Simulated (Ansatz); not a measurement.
Turn this script for Ansatz's Python interface into the input file that the command-line program reads.

Typed at the interpreter:
```pycon
>>> from collections import Counter
>>> import warnings
>>> import ansatz as az
>>> from ase import Atoms
>>> from ase.io import write
>>> from ase.neighborlist import neighbor_list
>>> import numpy as np
>>> from pymatgen.core import Structure
>>> warnings.simplefilter("ignore", az.DeckWarning)
>>> cell = (
...     az.Lattice.of([4.56, 0.0, 0.0], [0.0, 4.56, 0.0], [0.0, 0.0, 4.56])
...     .atom("Sc", [0.0, 0.5, 0.5])
...     .atom("Sc", [0.5, 0.0, 0.5])
...     .atom("Sc", [0.5, 0.5, 0.0])
...     .atom("In", [0.0, 0.0, 0.0])
...     .atom("B", [0.5, 0.5, 0.5])
... )
>>> # a displaced start
>>> job = (
...     cell.move(0, to=[0.0, 0.5, 0.506579]).calculation()
...     .kpoints(4)
...     .functional("pbesol")
...     .occupations(az.OccupationsMethod.FERMI_DIRAC, width=100 * az.meV)
...     .relax(force_tolerance=0.05, max_steps=60)
... )
>>> steps = []
>>> def collect(event):
...     if event["event"] == "relax_step":
...         steps.append(event["data"])
...
>>> outcome = job.session().plan().execute(on_event=collect)

>>> rep = outcome.report
>>> rep["kweights"]
[0.015625, 0.03125, 0.015625, 0.03125, 0.0625, 0.03125, 0.015625, 0.03125, 0.015625, 0.03125, 0.0625, 0.03125, 0.0625, 0.125, 0.0625, 0.03125, 0.0625, 0.03125, 0.015625, 0.03125, 0.015625, 0.03125, 0.0625, 0.03125, 0.015625, 0.03125, 0.015625]
>>> [(site.symbol, site.position_frac.round(4).tolist()) for site in outcome.lattice.sites]
[(<Element.SC: 'Sc'>, [0.0, 0.5, 0.5018]), (<Element.SC: 'Sc'>, [0.5, 0.0, 0.5007]), (<Element.SC: 'Sc'>, [0.5, 0.5, 0.0014]), (<Element.IN: 'In'>, [0.0, 0.0, 0.0017]), (<Element.B: 'B'>, [0.5, 0.5, 0.501])]
>>> outcome.unlabelled_reasons
>>> for s in steps:
...     flag = "" if s["accepted"] else "  (rejected)"
...     print("step %2d  E = %.5f eV  largest force component = %.4f eV/A%s" % (s["step"], s["lagrangian_ev"], s["allowed_force_max_ev_ang"], flag))
...
step  1  E = -12014.25507 eV  largest force component = 0.1080 eV/A
step  2  E = -12014.25554 eV  largest force component = 0.1332 eV/A
step  3  E = -12014.25666 eV  largest force component = 0.0110 eV/A
>>> first, last = steps[0], steps[-1]
>>> symbols = [site.symbol for site in outcome.lattice.sites]
>>> print(f"energy gained {first['lagrangian_ev'] - last['lagrangian_ev']:.4f} eV in {len(steps) - 1} steps")
energy gained 0.0016 eV in 2 steps
>>> moved = np.linalg.norm(np.array(last["positions_ang"]) - np.array(first["positions_ang"]), axis=1)
>>> print("displacement by atom (A):", " ".join(f"{s}:{d:.3f}" for s, d in zip(symbols, moved)))
displacement by atom (A): Sc:0.022 Sc:0.003 Sc:0.006 In:0.008 B:0.005
>>> relaxed = Atoms(symbols, positions=[site.position_ang for site in outcome.lattice.sites], cell=outcome.lattice.cell_ang, pbc=True)
>>> write("relaxed.cif", relaxed, format="cif")
>>> final = Atoms(symbols, positions=last["positions_ang"], cell=outcome.lattice.cell_ang, pbc=True)
>>> i, j, d = neighbor_list("ijd", final, 4.5)
>>> print("neighbours within 1.1 times the shortest distance of each atom (A)")
neighbours within 1.1 times the shortest distance of each atom (A)
>>> for atom in range(len(final)):
...     near = [m for m in np.argsort(d) if i[m] == atom]
...     shell = [m for m in near if d[m] < 1.1 * d[near[0]]]
...     print(f"{symbols[atom]}{atom} ({len(shell)}):", ", ".join(f"{symbols[j[m]]} {d[m]:.3f}" for m in shell))
...
Sc0 (2): B 2.280, B 2.280
Sc1 (2): B 2.280, B 2.280
Sc2 (2): B 2.278, B 2.282
In3 (12): Sc 3.221, Sc 3.221, Sc 3.224, Sc 3.224, Sc 3.224, Sc 3.224, Sc 3.224, Sc 3.224, Sc 3.225, Sc 3.225, Sc 3.228, Sc 3.228
B4 (6): Sc 2.278, Sc 2.280, Sc 2.280, Sc 2.280, Sc 2.280, Sc 2.282
>>> for key in ("converged", "n_iterations", "n_electrons", "n_kpoints", "n_pw", "n_symmetry_ops", "free_energy_ev", "fermi_energy_ev"):
...     print(f"{key:18s} {rep[key]}")
...
converged          True
n_iterations       6
n_electrons        49.0
n_kpoints          27
n_pw               1863
n_symmetry_ops     4
free_energy_ev     -12014.256655694448
fermi_energy_ev    10.260531351420237
>>> final = Structure(outcome.lattice.cell_ang, [s.symbol for s in outcome.lattice.sites], [s.position_frac for s in outcome.lattice.sites])
>>> # first shell of each atom, within 15 % of its shortest distance
>>> shortest = {}
>>> for site, neighbours in zip(final, final.get_all_neighbors(5.0)):
...     for other in neighbours:
...         pair = "-".join(sorted((site.specie.symbol, other.specie.symbol)))
...         shortest[pair] = min(shortest.get(pair, 9e9), other.nn_distance)
...
>>> for pair, distance in sorted(shortest.items(), key=lambda item: item[1]):
...     print(f"shortest {pair:6s} {distance:.4f} A")
...
shortest B-Sc   2.2784 A
shortest In-Sc  3.2213 A
shortest Sc-Sc  3.2223 A
shortest B-In   3.9473 A
shortest B-B    4.5600 A
shortest In-In  4.5600 A
```

`input.yaml`:
```yaml
crystal:
  lattice:
    - [4.56, 0.0, 0.0]
    - [0.0, 4.56, 0.0]
    - [0.0, 0.0, 4.56]
  atoms:
    - { symbol: Sc, position: [0.0, 0.5, 0.506579] }
    - { symbol: Sc, position: [0.5, 0.0, 0.5] }
    - { symbol: Sc, position: [0.5, 0.5, 0.0] }
    - { symbol: In, position: [0.0, 0.0, 0.0] }
    - { symbol: B, position: [0.5, 0.5, 0.5] }
kpoints:
  mp_grid:
    grid: [4, 4, 4]
hamiltonian:
  xc: pbesol
scf:
  occupations:
    method: fermi_dirac
    width: 0.1
relax:
  f_tol: 0.05
  max_steps: 60
```

Notes:
- Absolute energies stand on the zero of these potentials, so only differences at equal settings mean something. A total without «per atom» is that of the cell as typed.
- For a metal this k-point mesh is coarse: on a finer one energies can move by several to tens of meV an atom and pressures by half a GPa or more, differences at one mesh by less.
- Only differences from the Fermi energy are physical; the zero of the scale is a convention.
- Energies along a relaxation are free energies. A last row that repeats the one before re-solves the same geometry more tightly.
- The starting cell is as deposited in a crystallographic database; the results hold for this polymorph, which needn't be the stable one.
- It ran for 11 s on 1 thread of AMD EPYC 7B13 (Zen 3), on a shared host, peak memory 0.52 GiB.

(Lines on the test bed's own set-up are left out of the output.)
